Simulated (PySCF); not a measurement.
# One shape, several levels: C2H7GaSe (SMILES [CH3][GaH][Se]C)

Aim: a comparison of 6 runs (B3LYP/6-31G*, r2SCAN/pcseg-1, SVWN5/6-31G**, TPSS/aug-cc-pVDZ, MP2/6-311G**) of C2H7GaSe. The job is set up through a Python script.

The results are computed with PySCF 2.14.0.

### Step 1. The molecule

The species is C2H7GaSe (11 atoms), meant as a singlet with charge 0. As SMILES, `[CH3][GaH][Se]C`. The shape is that of a PBE0-D4/def2-TZVP optimisation. This is one conformer, not always the lowest.

Bond lengths: C1–Ga2 1.965 Å, Ga2–Se3 2.321 Å, Se3–C4 1.961 Å, C1–H5 1.092 Å, C1–H6 1.090 Å, C1–H7 1.093 Å, Ga2–H8 1.565 Å, C4–H9 1.087 Å, C4–H10 1.088 Å, C4–H11 1.088 Å. Some angles: C1–Ga2–Se3 118.4°, Ga2–Se3–C4 100.0°, C1–Ga2–H8 126.8°, Se3–Ga2–H8 114.7°, Ga2–C1–H5 110.4°, Ga2–C1–H6 111.6°, Ga2–C1–H7 110.0°, Se3–C4–H9 110.5°, Se3–C4–H10 106.7°, Se3–C4–H11 110.5°.

### Step 2. Energy and forces at B3LYP/6-31G(d) (spherical functions) (run 1)

calc.py reads:

```python
from pyscf import gto, dft

molecule = gto.Mole()
molecule.atom = '''
C     -2.779409     1.660502     0.144564
Ga    -1.139694    -0.443897     2.727064
Se     2.664892    -2.385590     1.732312
C      3.102174    -1.193362    -1.748564
H     -3.085356     0.570697    -1.581890
H     -4.592979     2.387102     0.799732
H     -1.565827     3.259778    -0.340151
H     -2.123107    -0.978122     5.465277
H      3.227085     0.857369    -1.795807
H      4.865478    -2.001787    -2.432644
H      1.550520    -1.840215    -2.930776
'''
molecule.charge = 0
molecule.basis = '6-31g*'
molecule.verbose = 3
molecule.unit = 'bohr'
molecule.max_memory = 1860
molecule.build()

mf = dft.RKS(molecule, xc='b3lyp')
mf.grids.level = 5
mf.conv_tol = 1e-10
mf.kernel()
if not mf.converged:
    mf = mf.newton().run(mf.mo_coeff, mf.mo_occ)

e_tot = mf.e_tot
print('E = %.10f Eh' % e_tot)
grad = mf.nuc_grad_method().kernel()
dip = mf.dip_moment()
pop, q = mf.mulliken_pop()
```

The run is started by

```console
$ OMP_NUM_THREADS=1 python calc.py
```

Log:

```text
converged SCF energy = -4406.37190761665
[... 9 lines left out ...]
Dipole moment(X, Y, Z, Debye): -0.77415,  1.22103, -1.74982
[... 79 lines left out ...]
pop of  3 C 1s            1.99670
pop of  3 C 2s            0.67585
pop of  3 C 3s            0.69057
pop of  3 C 2px           0.73603
pop of  3 C 2py           0.72702
pop of  3 C 2pz           0.61672
pop of  3 C 3px           0.36590
pop of  3 C 3py           0.36028
pop of  3 C 3pz           0.34535
pop of  3 C 3dxy          0.00405
pop of  3 C 3dyz          0.00358
pop of  3 C 3dz^2         0.00589
pop of  3 C 3dxz          0.00828
pop of  3 C 3dx2-y2       0.00919
pop of  4 H 1s            0.51921
pop of  4 H 2s            0.30851
pop of  5 H 1s            0.52058
pop of  5 H 2s            0.30208
pop of  6 H 1s            0.51879
pop of  6 H 2s            0.30859
pop of  7 H 1s            0.48099
pop of  7 H 2s            0.46361
pop of  8 H 1s            0.52552
pop of  8 H 2s            0.29006
pop of  9 H 1s            0.52408
pop of  9 H 2s            0.29263
pop of  10 H 1s           0.52555
pop of  10 H 2s           0.29047
 ** Mulliken atomic charges  **
charge of    0C =     -0.55839
charge of    1Ga =     -0.01471
charge of    2Se =     -0.01083
charge of    3C =     -0.54540
charge of    4H =      0.17228
charge of    5H =      0.17734
charge of    6H =      0.17262
charge of    7H =      0.05540
charge of    8H =      0.18443
charge of    9H =      0.18329
charge of   10H =      0.18398
```

Wall time 79 s (1 thread of Intel Xeon at 2.70GHz, shared host); peak memory 1.1 GiB.

### Step 3. Energy and forces at B3LYP/6-31G(d) (Cartesian functions) (run 2)

mol.xyz reads:

```xyz
11

C     -1.470800     0.878700     0.076500
Ga    -0.603100    -0.234900     1.443100
Se     1.410200    -1.262400     0.916700
C      1.641600    -0.631500    -0.925300
H     -1.632700     0.302000    -0.837100
H     -2.430500     1.263200     0.423200
H     -0.828600     1.725000    -0.180000
H     -1.123500    -0.517600     2.892100
H      1.707700     0.453700    -0.950300
H      2.574700    -1.059300    -1.287300
H      0.820500    -0.973800    -1.550900
```

job.py reads:

```python
from pyscf import gto, dft

mol = gto.M(
    atom='mol.xyz',
    max_memory=1860,
    verbose=4,
    cart=True,
    charge=0,
    basis='6-31g*',
)

mf = dft.RKS(mol)
mf.xc = 'b3lyp'
mf.conv_tol = 1e-10
mf.grids.level = 5
mf.kernel()
if not mf.converged:
    mf = mf.newton().run(mf.mo_coeff, mf.mo_occ)

e_tot = mf.e_tot
print(f'total energy: {e_tot:.8f} hartree')
grad = mf.nuc_grad_method().kernel()
mf.analyze()
```

The run is started by

```console
$ OMP_NUM_THREADS=1 python job.py
```

Log:

```text
PySCF version 2.14.0

[... 82 lines left out ...]
converged SCF energy = -4406.38560108408
[... 25 lines left out ...]
MO #4   energy= -52.133033671477   occ= 2
[... 10 lines left out ...]
MO #15  energy= -5.74820717212835  occ= 2
[... 10 lines left out ...]
MO #26  energy= -0.834923605364135 occ= 2
[... 10 lines left out ...]
MO #37  energy= -0.402792606578913 occ= 2
[... 10 lines left out ...]
MO #48  energy= 0.101591492728324  occ= 0
[... 10 lines left out ...]
MO #59  energy= 0.323506060461198  occ= 0
[... 10 lines left out ...]
MO #70  energy= 0.644951231823004  occ= 0
[... 10 lines left out ...]
MO #81  energy= 0.954593123345804  occ= 0
[... 10 lines left out ...]
MO #92  energy= 1.78781033949187   occ= 0
[... 10 lines left out ...]
MO #103 energy= 3.0471014434587    occ= 0
[... 10 lines left out ...]
MO #114 energy= 89.8328679406377   occ= 0
[... 89 lines left out ...]
pop of  3  C 3s           0.00175
pop of  3  C 2px          1.14090
pop of  3  C 2py          1.12574
pop of  3  C 2pz          0.99965
pop of  3  C 3px          0.00320
pop of  3  C 3py          0.00332
pop of  3  C 3pz          0.00212
pop of  3  C 3dxx         0.00090
pop of  3  C 3dxy         0.00106
pop of  3  C 3dxz         0.00143
pop of  3  C 3dyy         0.00131
pop of  3  C 3dyz         0.00074
pop of  3  C 3dzz         0.00108
pop of  4  H 1s           0.87572
pop of  4  H 2s           0.00671
pop of  5  H 1s           0.87472
pop of  5  H 2s           0.00686
pop of  6  H 1s           0.87478
pop of  6  H 2s           0.00668
pop of  7  H 1s           1.01594
pop of  7  H 2s           0.00191
pop of  8  H 1s           0.87684
pop of  8  H 2s           0.00792
pop of  9  H 1s           0.86929
pop of  9  H 2s           0.00790
pop of  10  H 1s          0.87707
pop of  10  H 2s          0.00785
 ** Mulliken atomic charges  **
charge of    0C =     -0.44136
charge of    1Ga =      0.20160
charge of    2Se =     -0.10129
charge of    3C =     -0.34876
charge of    4H =      0.11757
charge of    5H =      0.11842
charge of    6H =      0.11854
charge of    7H =     -0.01786
charge of    8H =      0.11524
charge of    9H =      0.12281
charge of   10H =      0.11508
Dipole moment(X, Y, Z, Debye): -0.77163,  1.21773, -1.74641
```

It took 1.7 min on 1 thread of Intel Xeon at 2.70GHz, shared host; peak memory 1.2 GiB.

Runs 3 to 4 aren't shown in full; the table further down has their settings and results.

### Step 4. Energy and forces at TPSS/aug-cc-pVDZ (run 5)

input.py reads:

```python
from pyscf import gto, dft

mol = gto.M(
    atom='''
C     -2.779409     1.660502     0.144564
Ga    -1.139694    -0.443897     2.727064
Se     2.664892    -2.385590     1.732312
C      3.102174    -1.193362    -1.748564
H     -3.085356     0.570697    -1.581890
H     -4.592979     2.387102     0.799732
H     -1.565827     3.259778    -0.340151
H     -2.123107    -0.978122     5.465277
H      3.227085     0.857369    -1.795807
H      4.865478    -2.001787    -2.432644
H      1.550520    -1.840215    -2.930776
''',
    basis='aug-cc-pvdz',
    verbose=4,
    max_memory=1860,
    unit='bohr',
)

ks = dft.RKS(mol, xc='tpss')
ks.grids.level = 5
ks.conv_tol = 1e-10
ks.kernel()
if not ks.converged:
    ks = ks.newton().run(ks.mo_coeff, ks.mo_occ)

e_tot = ks.e_tot
print('E = %.10f Eh' % e_tot)
grad = ks.nuc_grad_method().kernel()
ks.analyze()
```

The run is started by

```console
$ OMP_NUM_THREADS=1 python input.py
```

Log:

```text
PySCF version 2.14.0

[... 109 lines left out ...]
MO #5   energy= -51.6276822245039  occ= 2
[... 15 lines left out ...]
MO #21  energy= -1.9710155351084   occ= 2
[... 15 lines left out ...]
MO #37  energy= -0.365758158104525 occ= 2
[... 15 lines left out ...]
MO #53  energy= 0.0442646753938446 occ= 0
[... 15 lines left out ...]
MO #69  energy= 0.134340227018306  occ= 0
[... 15 lines left out ...]
MO #85  energy= 0.290517405693766  occ= 0
[... 15 lines left out ...]
MO #101 energy= 0.422141936132885  occ= 0
[... 15 lines left out ...]
MO #117 energy= 0.61865671663499   occ= 0
[... 15 lines left out ...]
MO #133 energy= 0.892542403887138  occ= 0
[... 15 lines left out ...]
MO #149 energy= 1.48858010143657   occ= 0
[... 15 lines left out ...]
MO #165 energy= 1.93113251096573   occ= 0
[... 15 lines left out ...]
MO #181 energy= 2.74794135571832   occ= 0
[... 156 lines left out ...]
pop of  8 H 1s            0.87691
pop of  8 H 2s            0.00411
pop of  8 H 3s            0.00209
pop of  8 H 2px           0.00016
pop of  8 H 2py           0.00135
pop of  8 H 2pz           0.00024
pop of  8 H 3px           0.00052
pop of  8 H 3py           0.00018
pop of  8 H 3pz           0.00049
pop of  9 H 1s            0.86600
pop of  9 H 2s            0.00447
pop of  9 H 3s            0.00187
pop of  9 H 2px           0.00106
pop of  9 H 2py           0.00025
pop of  9 H 2pz           0.00028
pop of  9 H 3px           0.00023
pop of  9 H 3py           0.00044
pop of  9 H 3pz           0.00042
pop of  10 H 1s           0.87713
pop of  10 H 2s           0.00411
pop of  10 H 3s           0.00209
pop of  10 H 2px          0.00076
pop of  10 H 2py          0.00023
pop of  10 H 2pz          0.00076
pop of  10 H 3px          0.00043
pop of  10 H 3py          0.00045
pop of  10 H 3pz          0.00030
 ** Mulliken atomic charges  **
charge of    0C =     -0.52301
charge of    1Ga =      0.33806
charge of    2Se =     -0.06976
charge of    3C =     -0.38051
charge of    4H =      0.11744
charge of    5H =      0.11902
charge of    6H =      0.11847
charge of    7H =     -0.07238
charge of    8H =      0.11396
charge of    9H =      0.12496
charge of   10H =      0.11375
Dipole moment(X, Y, Z, Debye): -0.67409,  1.10571, -1.62797
```

Run time: 3.8 min. Hardware: 1 thread of Intel Xeon at 2.70GHz, shared host; peak memory 2.5 GiB.

### Step 5. Energy and forces at MP2/6-311G(d,p) (run 6)

mol.xyz: that of step 3 with these lines changed.

```diff
@@ -1,3 +1,3 @@
 11
-
+C2H7GaSe
 C     -1.470800     0.878700     0.076500
```

run.py reads:

```python
import pyscf.grad
from pyscf import gto, mp

mol = gto.M(
    atom='mol.xyz',
    charge=0,
    spin=0,
    basis='6-311g**',
    verbose=3,
    max_memory=1860,
)

hf = mol.RHF()
hf.conv_tol = 1e-10
hf.kernel()
if not hf.converged:
    hf = hf.newton().run(hf.mo_coeff, hf.mo_occ)

pt = mp.MP2(hf, frozen=20).run()
energy = pt.e_tot
print(f'total energy: {energy:.8f} hartree')
grad = pt.Gradients().kernel()
hf.analyze()
```

The run is started by

```console
$ OMP_NUM_THREADS=1 python run.py
```

Log:

```text
converged SCF energy = -4402.87010570415
[... 23 lines left out ...]
MO #12  energy= -11.213294465363   occ= 2
[... 13 lines left out ...]
MO #26  energy= -1.20429651565159  occ= 2
[... 13 lines left out ...]
MO #40  energy= -0.415159952565989 occ= 2
[... 13 lines left out ...]
MO #54  energy= 0.278955580049342  occ= 0
[... 13 lines left out ...]
MO #68  energy= 0.595416190726939  occ= 0
[... 13 lines left out ...]
MO #82  energy= 0.850535179418943  occ= 0
[... 13 lines left out ...]
MO #96  energy= 1.73193281241731   occ= 0
[... 13 lines left out ...]
MO #110 energy= 2.16142002150187   occ= 0
[... 13 lines left out ...]
MO #124 energy= 2.72809175639489   occ= 0
[... 13 lines left out ...]
MO #138 energy= 3.56369614417808   occ= 0
[... 13 lines left out ...]
MO #152 energy= 7.50038333515985   occ= 0
[... 13 lines left out ...]
MO #166 energy= 967.835370791464   occ= 0
[... 12 lines left out ...]
Dipole moment(X, Y, Z, Debye): -1.07598,  1.32819, -1.56772
```

Run time: 2.7 min. Hardware: 1 thread of Intel Xeon at 2.70GHz, shared host; peak memory 1.9 GiB.

### Step 6. Overview of the runs

```tsv
run	level	Cartesian functions	integration grid	energy (Eh)	dipole moment (D) of the reference	HOMO energy (eV)	LUMO energy (eV)	wall time
1	B3LYP/6-31G* (spherical functions)	no	5	-4406.371908	2.27	-6.27	-1.20	79 s
2	B3LYP/6-31G* (Cartesian functions)	yes	5	-4406.385601	2.26	-6.27	-1.20	1.7 min
3	r2SCAN/pcseg-1	no	5	-4406.274093	2.18	-5.84	-1.56	2.2 min
4	SVWN5/6-31G** (spherical functions)	no	5	-4399.082330	2.35	-5.55	-1.93	64 s
5	TPSS/aug-cc-pVDZ	no	5	-4406.756729	2.08	-5.67	-1.69	3.8 min
6	MP2/6-311G**	no	–	-4403.681571	2.32	-9.00	1.46	2.7 min
```

### Step 7. What came out

| quantity | value |
| --- | --- |
| run 6: total energy | -4403.68157 Eh |
| run 6: dipole moment (Hartree–Fock density) | 2.32 D |
| run 6: HOMO energy (Hartree–Fock orbitals) | -9.00 eV |
| run 6: LUMO energy (Hartree–Fock orbitals) | 1.46 eV |
| run 6: HOMO–LUMO gap (Hartree–Fock orbitals) | 10.45 eV |
| run 6: correlation energy (20 core orbitals frozen) | -811.5 mEh |
| run 6: largest force on an atom | 0.284 eV/Å |

What this shows: Over runs 1, 2, 3, 4, 5 the dipole moment (its size) runs from 2.08 D (TPSS/aug-cc-pVDZ) to 2.35 D (SVWN5/6-31G**). The two ends differ in method and basis. Over runs 1, 2, 3, 4, 5 the HOMO–LUMO gap runs from 3.62 eV (SVWN5/6-31G**) to 5.07 eV (B3LYP/6-31G*). Totals of different functionals can't be ranked against each other. All runs together took 13 min, the longest 3.8 min.
